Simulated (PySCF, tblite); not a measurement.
**C6H6O2: geometry, infrared bands and NMR shifts**

Wanted: the infrared bands and NMR shifts of C6H6O2 (`CCC#CC(=O)C=O`), by calculation.

Programs: tblite 0.8.0 and PySCF 2.14.0, with density-fitted response routines of our own. Each step states its level of theory. These are calculated values for one molecule in the gas phase, unless marked as measured. Atoms count from 0, in the outputs and in this text.

### 1 The starting structure

14 atoms, charge 0, multiplicity 1; geometry from: force field or distance geometry start.

Bonds of the start (Å): C0–C1 1.53, C1–C2 1.48, C2–C3 1.20, C3–C4 1.44, C4–O5 1.23, C4–C6 1.50, C6–O7 1.22, C0–H8 1.09, C0–H9 1.11, C0–H10 1.09, C1–H11 1.09, C1–H12 1.08, C6–H13 1.10.

### 2 Geometry optimisation with GFN2-xTB

What the job is given:

```
{"job": {"kind": "relax", "xc": "GFN2-xTB", "basis": "xTB"}, "charge": 0, "multiplicity": 1}
C     -1.986000    -0.441500     1.203000
C     -1.738600     0.697400     0.214500
C     -0.388800     0.576800    -0.372400
C      0.694600     0.495700    -0.875300
C      2.009100     0.376300    -1.450300
O      2.384600     1.208600    -2.276900
C      2.957200    -0.740200    -1.106700
O      2.666300    -1.608700    -0.295400
H     -1.929900    -1.416600     0.708700
H     -2.997200    -0.341400     1.646000
H     -1.266100    -0.434300     2.017700
H     -1.830800     1.649700     0.745600
H     -2.501200     0.677400    -0.552400
H      3.926200    -0.699900    -1.633200
```

On the command line:

```bash
OMP_NUM_THREADS=1 python probes_run.py task.json out
```

The driver reads the jobs from task.json and runs them one after another.

**Question.** This job is followed by: GFN2-xTB harmonic vibrations, gas phase; GIAO PBE0/pcSseg-1 NMR shielding, non-relativistic, gas phase. What will the session give for the following? strongest single infrared mode (GFN2-xTB); zero-point energy (GFN2-xTB); 13C shifts against TMS (PBE0/pcSseg-1); 1H shifts against TMS (PBE0/pcSseg-1, means over atoms taken as alike); 17O shifts against H2O (PBE0/pcSseg-1).

As calculated:

| quantity | value |
| --- | --- |
| strongest single infrared mode (GFN2-xTB) | 2323 cm⁻¹, 396 km/mol |
| zero-point energy (GFN2-xTB) | 63.3 kcal/mol |
| 13C shifts against TMS (PBE0/pcSseg-1) | 195.7, 180.0, 119.5, 83.9, 16.5, 15.9 ppm |
| 1H shifts against TMS (PBE0/pcSseg-1, means over atoms taken as alike) | 9.13, 2.67, 1.41 ppm |
| 17O shifts against H2O (PBE0/pcSseg-1) | 717.6, 688.9 ppm |

**Reading.** Over 50 steps the energy fell by 0.183 eV; of the close pairs, C1–C2 changed most, 1.477 to 1.440 Å. All 36 modes are real, so the xTB geometry is a minimum. The strongest single mode, at 2323 cm⁻¹, moves mainly C2 and C3. GFN2-xTB is a fitted tight-binding method: band positions and strengths are rough. Its intensities can rank the bands wrongly. The most deshielded carbon is C6 (aldehyde carbonyl carbon), at 195.7 ppm: the double bond to the heteroatom, with no lone-pair donor beside it, deshields it most. H13 (hydrogen on an aldehyde carbonyl carbon) lies farthest downfield among hydrogen, at 9.13 ppm; the formyl region, downfield of aromatic protons. At PBE0/pcSseg-1: The largest span, 1412 ppm, is at O7, where the paramagnetic term is -788 ppm.
